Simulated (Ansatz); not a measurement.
# Sn3Te (I4/mmm) in Ansatz: notebook

Aim: see how the results for Sn3Te move with the level of theory and the settings. Levels: PBEsol, RPBE. Tasks: projected density of states.

Program: Ansatz 0.2.0. These are calculated values, not measurements. Logs are shortened: lines on timing, memory, paths and dates and some standing lists are left out, and cuts for length are marked.

### 1 The crystal as given

It takes space group I4/mmm (No. 139, tetragonal). The conventional cell has a = 4.602 Å, b = 4.602 Å, c = 11.033 Å, α = 90.00°, β = 90.00°, γ = 90.00°. Te (site symmetry 4/mmm) has 12 Sn at 3.25 to 3.59 Å as nearest neighbours. Around Sn (site symmetry 4/mmm) lie 4 Te at 3.25 Å and 8 Sn at 3.59 Å. Around Sn (site symmetry -4m2) lie 8 Sn at 3.25 to 3.59 Å and 4 Te at 3.59 Å.

The cell comes from a database or a generator and needn't be the stable form of this composition.

### 2 Projected density of states, PBEsol

Input file input.yaml:

```yaml
crystal:
  lattice:
    - [-2.300904, 2.300904, 5.516494]
    - [2.300904, -2.300904, 5.516494]
    - [2.300904, 2.300904, -5.516494]
  atoms:
    - { symbol: Te, position: [0.0, 0.0, 0.0] }
    - { symbol: Sn, position: [0.5, 0.5, 0.0] }
    - { symbol: Sn, position: [0.25, 0.75, 0.5] }
    - { symbol: Sn, position: [0.75, 0.25, 0.5] }
hamiltonian:
  xc: pbesol
  pseudopotentials: { kind: paw }
kpoints:
  mp_grid: { grid: [5, 5, 5] }
scf:
  occupations: { method: fermi_dirac, width: 0.05 }
  n_extra_bands: 10
output:
  forces: true
  stress: true
  eigenvalues: true
  dos: { projected: true, de: 0.05, nscf_kmesh: { grid: [8, 8, 8] } }
```

Potentials or basis: Ansatz PAW.

The run is started by

```sh
> ansatz run input.yaml --threads 2 --pin off --max-ram 5632MiB --backend cpu --events-out ev --progress --plain --runs-dir out
```

Log:

```text
Warning: RAYON_NUM_THREADS=2 ignored (pool sized by the plan → 2); use --threads N
scf.n_extra_bands = 10 over 29 filled bands (N_el = 58.0): the run solves 39 bands
Engine: ansatz 0.2.0, x86_64-unknown-linux-gnu
Pseudopotentials: kind: paw
Pseudopotential: Te, paw, valence charge 16, recommended cutoff 420 eV (normal), Te.paw.azcp
Pseudopotential: Sn, paw, valence charge 14, recommended cutoff 420 eV (normal), Sn.paw.azcp
Functional definition: PBEsol
  exchange = pbesol_x
  correlation = pbesol_c
Crystal: 4 atoms, lattice volume = 116.821 Å³
Basis set: ecut = 420 eV, 2315 PW (Γ), exchange–correlation on 90×90×90 points (8 copies of the dense FFT grid, shifted against one another)
Bands: 39, of which v1, the nominal top of the filled ones, is band 29 counted from 1 (28 counted from 0)
Symmetry: 16 space group operations
Space group: I4/mmm (ITA 139), of the structure as read, at distance tolerance 4.9e-5 Å
k-points: 18 of 125
Non-local potential: Te, projectors of the file, l = 0: 2, l = 1: 2, l = 2: 2, l = 3: 2
Non-local potential: Sn, projectors of the file, l = 0: 2, l = 1: 2, l = 2: 2, l = 3: 2
PAW form: soft (Blöchl's): semilocal exchange-correlation on the pseudo side does not see the compensation charge
PAW frozen core: Te, regenerated for the run's functional, and the local potential with it (the file was generated under x = pbe(κ = 0.804, μ = 0.2195149727645171), c = pbe(β = 0.06672455060314922))
PAW frozen core: Sn, regenerated for the run's functional, and the local potential with it (the file was generated under x = pbe(κ = 0.804, μ = 0.2195149727645171), c = pbe(β = 0.06672455060314922))
PAW one-centre angular grid: Te, 590 points (default); XC on 64 Gauss nodes
PAW one-centre angular grid: Sn, 590 points (default); XC on 64 Gauss nodes
Initial density: superposition of atomic densities (neutral atoms: chi_scale 0, normalization atom), corrected by the library's trained network
Initial wavefunctions: pseudopotential atomic-orbital guess
Functional: x = pbesol(κ = 0.804, μ = 0.12345679012345678), c = pbesol(β = 0.046)
SCF iter   1: F=—  HF=-24750.718262 eV  |F-HF|=—  |Δ(HF+E_count)|=         —  Δρ=2.56e-3  dr2=8.99e-3  ethr=1.77e-3  ⟨swp⟩=8.3  Hψ=3359  notcnv=0  defer=15
preconditioner: auto → Kerker (q_TF=auto, 2.428 Å⁻¹)  [metal: Δε(μ)=0.057 eV  Ē_g=19.243 eV  σ=0.050 eV  W_gap=0.26  n_scr=32 (ndim 8)  ℏωp=23.8 eV  f_vac=0.000  D(μ)=2.15/eV (n_scr^D=10)]
SCF iter   2: F=—  HF=-24750.712089 eV  |F-HF|=—  |Δ(HF+E_count)|=   6.17e-3  Δρ=1.48e-3  dr2=3.20e-3  ethr=1.55e-5  ⟨swp⟩=2.7  Hψ=1301  notcnv=0  defer=43
SCF iter   3: F=—  HF=-24750.711127 eV  |F-HF|=—  |Δ(HF+E_count)|=   9.62e-4  Δρ=3.68e-4  dr2=1.58e-4  ethr=5.52e-6  ⟨swp⟩=2.1  Hψ=1078  notcnv=0  defer=43
SCF iter   4: F=—  HF=-24750.711081 eV  |F-HF|=—  |Δ(HF+E_count)|=   4.57e-5  Δρ=2.30e-4  dr2=5.59e-5  ethr=2.73e-7  ⟨swp⟩=2.0  Hψ=1169  notcnv=0  defer=43
SCF iter   5: F=—  HF=-24750.711033 eV  |F-HF|=—  |Δ(HF+E_count)|=   4.83e-5  Δρ=8.03e-5  dr2=9.78e-6  ethr=9.63e-8  ⟨swp⟩=2.1  Hψ=959  notcnv=0  defer=43
SCF iter   6: F=—  HF=-24750.711029 eV  |F-HF|=—  |Δ(HF+E_count)|=   3.95e-6  Δρ=1.67e-5  dr2=7.23e-7  ethr=1.69e-8  ⟨swp⟩=2.0  Hψ=1167  notcnv=0  defer=43
SCF iter   7: F=-24750.711029 eV  HF=-24750.711029 eV  |F-HF|=3.68e-8  |Δ(HF+E_count)|=   2.24e-7  Δρ=4.38e-6  dr2=6.24e-8  ethr=1.72e-10  ⟨swp⟩=9.2  Hψ=4152  notcnv=0
SCF 1 converged in 7 iterations: F = -24750.711029 eV  dr2 = 6.24e-8
NSCF: frozen V_eff on 59 k-points
SCF converged after 7 iterations
Free energy (F): -24750.711029 eV
Harris-Foulkes:  -24750.711029 eV  (|F-HF|=3.68e-8)
Internal energy: -24750.692627 eV  (E = F + TS)
E sigma→0 (E₀):  -24750.701828 eV
Entropy (-TS):   -0.018402 eV (-4.600 meV/atom)
Fermi energy:    9.979778 eV
--- Per-component energies (eV) ---
  E_band       = -520.988678
  E_kinetic    = 736.811761
  E_local      = -3712.992180  (includes V_loc(G=0)·N_el)
  E_nonlocal   = -401.159506
  E_hartree    = 2342.074966
  E_xc         = -1261.557916
  E_vxc        = -394.729786  (∫ρ·V_xc dr)
  E_paw        = -16773.034009  (= ΣΔE_a)
  E_vpaw       = -1433.060951  (= ΣTr[D̂ρ^β])
  E_aug_tail   = -0.000168  (compensation charges beyond the density's cutoff)
  E_ewald      = -5682.064910
  E_core_change = 1.229334  (= ΣΔE_core)
  E_smearing   = -0.018402  (= −TS)
  E_closure    = 0.000000  (closes the sum)
  Σ components = -24750.711029   (vs F -24750.711029, Δ=0.00e0)
--- Forces (eV/Å), atoms counted from 1 ---
  atom   1  Te     0.00000000     0.00000000     0.00000000
  atom   2  Sn    -0.00000000     0.00000000     0.00000000
  atom   3  Sn    -0.00000000    -0.00000000     0.00000000
  atom   4  Sn     0.00000000    -0.00000000     0.00000000
  max |Σ_I F_I| component: 3.47e-18 eV/Å
--- Stress (GPa, compression-positive) ---
       -3.274849       0.000000       0.000000
        0.000000      -3.274849       0.000000
        0.000000       0.000000      -3.160916
  P = ⅓ Tr σ = -3.2369 GPa (-32.369 kbar)
--- Band table (eV; the first three rows and the last of 18) ---
  k-point 0: bands = ["-26.9908", "-26.9896", "-26.9822", "-26.9821", "-26.9821", "-11.5723", "-11.5495", "-11.4969", "-11.4969", "-11.4838", "-11.4808", "-11.4800", "-11.4784", "-11.4784", "-11.4508", "-11.4386", "-11.4138", "-11.4138", "-11.3469", "-11.2699", "-2.2303", "1.7181", "4.5574", "5.2976", "5.9981", "7.0080", "7.0080", "8.4654", "8.4654", "9.7448", "10.4599", "12.7306", "12.7306", "15.2507", "16.3316", "16.3316", "16.4573", "16.4696", "17.8271"]
  k-point 1: bands = ["-26.9908", "-26.9893", "-26.9821", "-26.9821", "-26.9821", "-11.5541", "-11.5089", "-11.5005", "-11.4894", "-11.4853", "-11.4821", "-11.4778", "-11.4651", "-11.4558", "-11.4547", "-11.4435", "-11.4309", "-11.4170", "-11.3670", "-11.3177", "-1.8489", "1.7303", "3.9581", "4.5483", "5.8162", "5.9992", "6.9497", "8.5435", "9.9828", "11.1728", "11.4734", "11.7640", "12.8514", "13.5094", "14.1819", "16.5951", "16.6623", "16.8500", "16.9249"]
  k-point 2: bands = ["-26.9910", "-26.9888", "-26.9822", "-26.9821", "-26.9819", "-11.5468", "-11.5336", "-11.5236", "-11.5014", "-11.4846", "-11.4832", "-11.4650", "-11.4632", "-11.4352", "-11.4285", "-11.4283", "-11.4047", "-11.3993", "-11.3898", "-11.3581", "-1.1404", "2.0863", "3.4652", "3.7402", "5.0155", "5.5849", "6.4682", "7.7298", "8.7599", "10.5206", "12.6848", "12.7238", "13.7319", "14.8549", "15.6078", "16.9486", "16.9925", "17.0751", "18.3385"]
  k-point 17: bands = ["-26.9908", "-26.9894", "-26.9821", "-26.9821", "-26.9820", "-11.5440", "-11.5392", "-11.5240", "-11.5180", "-11.4998", "-11.4893", "-11.4842", "-11.4468", "-11.4411", "-11.4313", "-11.4276", "-11.4237", "-11.4214", "-11.3577", "-11.3002", "-1.7114", "0.8162", "2.9432", "4.9752", "6.6521", "8.0882", "8.8114", "9.5886", "10.1551", "10.5595", "10.7283", "12.0488", "12.3530", "12.6634", "13.3232", "13.7637", "14.6863", "15.2507", "15.7808"]
```

Wall time 2.9 s (2 threads of AMD EPYC 9R45 (Zen 5), shared host); peak memory 0.52 GiB.

What came out:

```yaml
Free_energy: -24750.7110 eV
Pressure: -3.2 GPa
Band_gap_on_the_k_mesh: none (metal or under the smearing width)
Density_of_states_at_the_Fermi_level: 1.66 states/eV per cell
```

States per cell in windows of 1 eV (zero at the Fermi level; states under -8 eV left out):
```
from (eV)  total  Sn 5p  Te 5p  Sn 5s  Te 5s
     -8.0   1.40   0.31   0.13   0.93   0.03
     -7.0   2.00   0.29   0.16   1.48   0.06
     -6.0   0.61   0.12   0.04   0.43   0.02
     -5.0   1.02   0.48   0.36   0.16   0.01
     -4.0   2.62   1.19   1.13   0.25   0.02
     -3.0   2.35   1.04   0.91   0.33   0.04
     -2.0   2.03   0.92   0.77   0.28   0.03
     -1.0   2.16   1.47   0.41   0.17   0.04
      0.0   2.63   1.84   0.46   0.18   0.04
      1.0   3.05   2.24   0.48   0.12   0.03
      2.0   2.87   2.21   0.35   0.11   0.01
      3.0   2.27   1.75   0.25   0.08   0.01
      4.0   1.86   1.30   0.16   0.04   0.01
      5.0   1.82   0.84   0.06   0.03   0.00
      6.0   2.28   0.52   0.03   0.01   0.00
      7.0   2.44   0.11   0.01   0.01   0.00
```

Caveat: the k mesh is coarse (spacing up to 0.39 Å⁻¹), so the values aren't converged; the PAW data sets come from PBE, with cores solved anew for the run's functional, which leaves a small shift of forces and pressure; the density of states is complete only up to the lowest level of the last band computed.

### 3 Projected density of states, RPBE

input.yaml: that of step 2 with these lines changed.

```diff
@@ -11,3 +11,3 @@
 hamiltonian:
-  xc: pbesol
+  xc: rpbe
   pseudopotentials: { kind: paw }
@@ -23 +23,5 @@
   dos: { projected: true, de: 0.05, nscf_kmesh: { grid: [8, 8, 8] } }
+  write_density: true
+  write_potential: true
+  elf: true
+  volumetric_format: npy
```

Potentials or basis: Ansatz PAW.

The run is started by

```sh
> ansatz run input.yaml --threads 2 --pin off --max-ram 5632MiB --backend cpu --events-out ev --progress --plain --runs-dir out
```

Log:

```text
Warning: RAYON_NUM_THREADS=2 ignored (pool sized by the plan → 2); use --threads N
scf.n_extra_bands = 10 over 29 filled bands (N_el = 58.0): the run solves 39 bands
[... 4 set-up lines as earlier in the session ...]
Functional definition: RPBE
  parameter kappa = 0.804
  parameter beta = 0.06672455060314922
  exchange = rpbe_x(kappa = kappa, mu = beta*pi^2/3)
  correlation = pbe_c(beta = beta)
Crystal: 4 atoms, lattice volume = 116.821 Å³
Basis set: ecut = 420 eV, 2315 PW (Γ), exchange–correlation on 90×90×90 points (8 copies of the dense FFT grid, shifted against one another)
Bands: 39, of which v1, the nominal top of the filled ones, is band 29 counted from 1 (28 counted from 0)
[... 2 set-up lines as earlier in the session ...]
k-points: 18 of 125
[... 9 set-up lines as earlier in the session ...]
Functional: x = rpbe, c = pbe(β = 0.06672455060314922)
SCF iter   1: F=—  HF=-25086.900045 eV  |F-HF|=—  |Δ(HF+E_count)|=         —  Δρ=2.74e-3  dr2=5.68e-3  ethr=1.77e-3  ⟨swp⟩=8.3  Hψ=3382  notcnv=0  defer=17
preconditioner: auto → Kerker (q_TF=auto, 2.428 Å⁻¹)  [metal: Δε(μ)=0.046 eV  Ē_g=19.424 eV  σ=0.050 eV  W_gap=0.22  n_scr=32 (ndim 8)  ℏωp=23.8 eV  f_vac=0.000  D(μ)=2.09/eV (n_scr^D=10)]
SCF iter   2: F=—  HF=-25086.896294 eV  |F-HF|=—  |Δ(HF+E_count)|=   3.75e-3  Δρ=1.22e-3  dr2=1.66e-3  ethr=9.80e-6  ⟨swp⟩=2.0  Hψ=1301  notcnv=0  defer=41
SCF iter   3: F=—  HF=-25086.896339 eV  |F-HF|=—  |Δ(HF+E_count)|=   4.53e-5  Δρ=5.70e-4  dr2=4.38e-4  ethr=2.87e-6  ⟨swp⟩=1.0  Hψ=643  notcnv=0  defer=41
SCF iter   4: F=—  HF=-25086.896345 eV  |F-HF|=—  |Δ(HF+E_count)|=   5.68e-6  Δρ=1.03e-4  dr2=1.96e-5  ethr=7.56e-7  ⟨swp⟩=2.0  Hψ=782  notcnv=0  defer=41
SCF iter   5: F=—  HF=-25086.896329 eV  |F-HF|=—  |Δ(HF+E_count)|=   1.59e-5  Δρ=2.95e-5  dr2=2.66e-6  ethr=3.39e-8  ⟨swp⟩=2.4  Hψ=1136  notcnv=0  defer=41
SCF iter   6: F=—  HF=-25086.896329 eV  |F-HF|=—  |Δ(HF+E_count)|=   4.24e-7  Δρ=1.20e-5  dr2=3.72e-7  ethr=4.59e-9  ⟨swp⟩=2.0  Hψ=1168  notcnv=0  defer=41
SCF iter   7: F=-25086.896329 eV  HF=-25086.896329 eV  |F-HF|=2.00e-9  |Δ(HF+E_count)|=   2.80e-8  Δρ=3.95e-6  dr2=2.61e-8  ethr=1.72e-10  ⟨swp⟩=15.8  Hψ=5278  notcnv=0
SCF 1 converged in 7 iterations: F = -25086.896329 eV  dr2 = 2.61e-8
NSCF: frozen V_eff on 59 k-points
SCF converged after 7 iterations
Free energy (F): -25086.896329 eV
Harris-Foulkes:  -25086.896329 eV  (|F-HF|=2.00e-9)
Internal energy: -25086.878403 eV  (E = F + TS)
E sigma→0 (E₀):  -25086.887366 eV
Entropy (-TS):   -0.017926 eV (-4.482 meV/atom)
Fermi energy:    10.266117 eV
--- Per-component energies (eV) ---
  E_band       = -510.853349
  E_kinetic    = 734.154168
  E_local      = -3701.237692  (includes V_loc(G=0)·N_el)
  E_nonlocal   = -411.913575
  E_hartree    = 2346.161071
  E_xc         = -1273.980089
  E_vxc        = -389.308640  (∫ρ·V_xc dr)
  E_paw        = -17098.037059  (= ΣΔE_a)
  E_vpaw       = -1434.862726  (= ΣTr[D̂ρ^β])
  E_aug_tail   = -0.000164  (compensation charges beyond the density's cutoff)
  E_ewald      = -5682.064910
  E_core_change = 0.039848  (= ΣΔE_core)
  E_smearing   = -0.017926  (= −TS)
  E_closure    = 0.000000  (closes the sum)
  Σ components = -25086.896329   (vs F -25086.896329, Δ=0.00e0)
--- Forces (eV/Å), atoms counted from 1 ---
  atom   1  Te     0.00000000     0.00000000     0.00000000
  atom   2  Sn    -0.00000000     0.00000000     0.00000000
  atom   3  Sn     0.00000000    -0.00000000     0.00000000
  atom   4  Sn     0.00000000    -0.00000000     0.00000000
  max |Σ_I F_I| component: 6.07e-18 eV/Å
--- Stress (GPa, compression-positive) ---
        0.817589       0.000000       0.000000
        0.000000       0.817589       0.000000
        0.000000       0.000000       0.589174
  P = ⅓ Tr σ = 0.7415 GPa (7.415 kbar)
--- Band table (eV; the first three rows and the last of 18) ---
  k-point 0: bands = ["-26.8393", "-26.8391", "-26.8317", "-26.8315", "-26.8315", "-11.4524", "-11.4385", "-11.3844", "-11.3844", "-11.3782", "-11.3715", "-11.3684", "-11.3684", "-11.3630", "-11.3407", "-11.3295", "-11.3040", "-11.3040", "-11.2318", "-11.1544", "-1.9335", "2.0351", "4.8994", "5.5696", "6.3541", "7.2626", "7.2626", "8.7417", "8.7417", "10.0110", "10.7681", "13.0330", "13.0330", "15.5645", "16.6603", "16.6603", "16.6713", "16.7698", "18.1311"]
  k-point 1: bands = ["-26.8394", "-26.8388", "-26.8316", "-26.8315", "-26.8315", "-11.4395", "-11.3968", "-11.3864", "-11.3817", "-11.3742", "-11.3723", "-11.3675", "-11.3553", "-11.3447", "-11.3398", "-11.3334", "-11.3203", "-11.3070", "-11.2515", "-11.2020", "-1.5516", "2.0453", "4.2838", "4.8798", "6.0862", "6.2653", "7.2226", "8.8086", "10.2776", "11.4750", "11.7509", "12.0623", "13.1604", "13.8208", "14.4849", "16.8930", "16.9312", "17.1726", "17.1831"]
  k-point 2: bands = ["-26.8395", "-26.8383", "-26.8316", "-26.8316", "-26.8314", "-11.4331", "-11.4209", "-11.4113", "-11.3889", "-11.3768", "-11.3755", "-11.3549", "-11.3533", "-11.3252", "-11.3182", "-11.3174", "-11.2894", "-11.2832", "-11.2752", "-11.2445", "-0.8412", "2.3970", "3.7907", "4.0670", "5.2874", "5.8550", "6.7426", "7.9982", "9.0556", "10.8040", "12.9850", "13.0185", "14.0372", "15.1773", "15.9287", "17.2067", "17.3286", "17.3353", "18.5991"]
  k-point 17: bands = ["-26.8393", "-26.8390", "-26.8316", "-26.8315", "-26.8315", "-11.4283", "-11.4247", "-11.4116", "-11.4061", "-11.3926", "-11.3758", "-11.3745", "-11.3348", "-11.3298", "-11.3231", "-11.3185", "-11.3125", "-11.3121", "-11.2424", "-11.1842", "-1.4141", "1.1213", "3.2566", "5.3132", "6.9118", "8.3736", "9.0741", "9.8803", "10.4263", "10.8790", "11.0254", "12.3602", "12.6465", "12.9614", "13.6118", "14.0676", "14.9683", "15.4863", "16.0649"]
```

It took 3.1 s on 2 threads of AMD EPYC 9R45 (Zen 5), shared host; peak memory 0.54 GiB.

Results:

* Free energy: -25086.8963 eV
* Pressure: 0.7 GPa
* Band gap on the k mesh: none (metal or under the smearing width)
* Density of states at the Fermi level: 1.60 states/eV per cell

States per cell in windows of 0.5 eV (zero at the Fermi level; states under -8 eV left out):
| from (eV) | total | Sn 5p | Te 5p | Sn 5s | Te 5s |
| --- | --- | --- | --- | --- | --- |
| -8.0 | 0.49 | 0.11 | 0.06 | 0.31 | 0.01 |
| -7.5 | 0.81 | 0.18 | 0.07 | 0.53 | 0.02 |
| -7.0 | 0.79 | 0.14 | 0.06 | 0.56 | 0.02 |
| -6.5 | 1.24 | 0.17 | 0.11 | 0.93 | 0.03 |
| -6.0 | 0.48 | 0.08 | 0.03 | 0.35 | 0.02 |
| -5.5 | 0.24 | 0.05 | 0.02 | 0.17 | 0.01 |
| -5.0 | 0.31 | 0.11 | 0.08 | 0.11 | 0.00 |
| -4.5 | 0.65 | 0.32 | 0.24 | 0.08 | 0.00 |
| -4.0 | 0.99 | 0.47 | 0.41 | 0.09 | 0.01 |
| -3.5 | 1.53 | 0.67 | 0.68 | 0.15 | 0.01 |
| -3.0 | 1.20 | 0.51 | 0.50 | 0.16 | 0.02 |
| -2.5 | 1.18 | 0.53 | 0.44 | 0.17 | 0.02 |
| -2.0 | 1.21 | 0.49 | 0.51 | 0.18 | 0.02 |
| -1.5 | 0.86 | 0.43 | 0.29 | 0.11 | 0.01 |
| -1.0 | 0.95 | 0.60 | 0.20 | 0.11 | 0.02 |
| -0.5 | 1.20 | 0.85 | 0.21 | 0.08 | 0.03 |
| 0.0 | 1.18 | 0.81 | 0.20 | 0.10 | 0.02 |
| 0.5 | 1.38 | 0.97 | 0.25 | 0.08 | 0.02 |
| 1.0 | 1.28 | 0.95 | 0.20 | 0.05 | 0.01 |
| 1.5 | 1.74 | 1.27 | 0.28 | 0.07 | 0.02 |
| 2.0 | 1.50 | 1.14 | 0.19 | 0.06 | 0.01 |
| 2.5 | 1.36 | 1.05 | 0.16 | 0.06 | 0.01 |
| 3.0 | 1.16 | 0.89 | 0.14 | 0.05 | 0.01 |
| 3.5 | 1.14 | 0.89 | 0.12 | 0.04 | 0.01 |
| 4.0 | 0.95 | 0.72 | 0.10 | 0.02 | 0.00 |
| 4.5 | 0.95 | 0.63 | 0.06 | 0.02 | 0.00 |
| 5.0 | 0.87 | 0.44 | 0.03 | 0.02 | 0.00 |
| 5.5 | 0.94 | 0.41 | 0.03 | 0.01 | 0.00 |
| 6.0 | 1.12 | 0.39 | 0.02 | 0.01 | 0.00 |
| 6.5 | 1.17 | 0.21 | 0.01 | 0.00 | 0.00 |
| 7.0 | 1.32 | 0.08 | 0.01 | 0.00 | 0.00 |
| 7.5 | 1.16 | 0.04 | 0.01 | 0.00 | 0.00 |

Caveat: the k mesh is coarse (spacing up to 0.39 Å⁻¹), so the values aren't converged; the PAW data sets come from PBE, with cores solved anew for the run's functional, which leaves a small shift of forces and pressure; the density of states is complete only up to the lowest level of the last band computed. Spin-orbit coupling is left out, which matters for the levels of Te.
